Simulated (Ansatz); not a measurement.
**SnBr2F2: how energies converge with the basis set**

An exercise on one series of results from a longer session: the logs are not shown, and one member is left open.

Program: Ansatz 0.2.0, Gaussian basis. Level of theory: one geometry, several basis sets. These are calculated values, not measurements.

The runs, in order: PBE0-D4/def2-SVP; ωB97M-V/def2-SVP; PBE0-D4/def2-QZVPP; ωB97M-V/def2-QZVPP; the functionals' def2-TZVPP values are taken from earlier runs.

## The geometry

All runs share one geometry, relaxed beforehand with PBE0-D4 in a triple-zeta def2 set. Sn takes the def2 core potential; no spin-orbit term is included.

SMILES `[F][Sn]([F])([Br])[Br]`, 5 atoms, charge 0, spin multiplicity 1.

Atoms are counted from 1 here; the program's logs count them from 0.

Bond lengths: F1–Sn2 1.891 Å, Sn2–F3 1.891 Å, Sn2–Br4 2.421 Å, Sn2–Br5 2.421 Å. Angles: F1–Sn2–F3 104.4°, F1–Sn2–Br4 109.1°, F1–Sn2–Br5 109.1°, F3–Sn2–Br4 109.1°, F3–Sn2–Br5 109.1°, Br4–Sn2–Br5 115.4°.

Coordinates:

```mol
Br2F2Sn
  3D, bonds by distance, orders not assigned

  5  4  0  0  0  0  0  0  0  0999 V2000
    0.0321   -0.4047    1.8764 F   0  0
    0.0432   -0.0472    0.0194 Sn  0  0
    1.4777   -1.0813   -0.6507 F   0  0
   -2.0273   -0.8393   -0.9530 Br  0  0
    0.5243    2.2988   -0.3335 Br  0  0
  1  2  8  0
  2  3  8  0
  2  4  8  0
  2  5  8  0
M  END
```

Set-up of the first run:

File in.yaml:

```yaml
crystal:
  periodic: [false, false, false]
  atoms:
    - {symbol: F, position_ang: [0.032062, -0.404663, 1.876376]}
    - {symbol: Sn, position_ang: [0.043207, -0.047218, 0.019423]}
    - {symbol: F, position_ang: [1.477739, -1.081253, -0.650697]}
    - {symbol: Br, position_ang: [-2.027306, -0.839305, -0.952991]}
    - {symbol: Br, position_ang: [0.524298, 2.298839, -0.333512]}
basis:
  gaussian: {orbitals: def2-SVP}
hamiltonian: {xc: pbe0, dispersion: d4}
output: {orbitals: {seedname: orbitals}}
```

The run is started by

```
$ ansatz run in.yaml --threads 4 --pin off --events-out ev --progress --plain --max-ram 10444MiB
```

Among the steps run: PBE0-D4 in def2-SVP; ωB97M-V in def2-SVP; PBE0-D4 in def2-QZVPP; ωB97M-V in def2-QZVPP.

One of the session's tables, all rows but one given; the rest of the session is left out.

It belongs to the step «Density functionals: the series». 

| functional | basis | HOMO (eV) | LUMO (eV) |
| --- | --- | --- | --- |
| PBE0-D4 | def2-SVP | -9.35 | -3.30 |
| PBE0-D4 | def2-TZVPP | -9.45 | -3.39 |
| PBE0-D4 | def2-QZVPP | -9.45 | -3.39 |
| ωB97M-V | def2-SVP | ? | ? |
| ωB97M-V | def2-TZVPP | -11.65 | -1.36 |
| ωB97M-V | def2-QZVPP | -11.66 | -1.40 |

Estimate the missing values for ωB97M-V, def2-SVP.

The run gave: HOMO (eV): -11.53; LUMO (eV): -1.20. In the column «HOMO (eV)» it lies between ωB97M-V, def2-TZVPP (-11.65) and PBE0-D4, def2-TZVPP (-9.45).
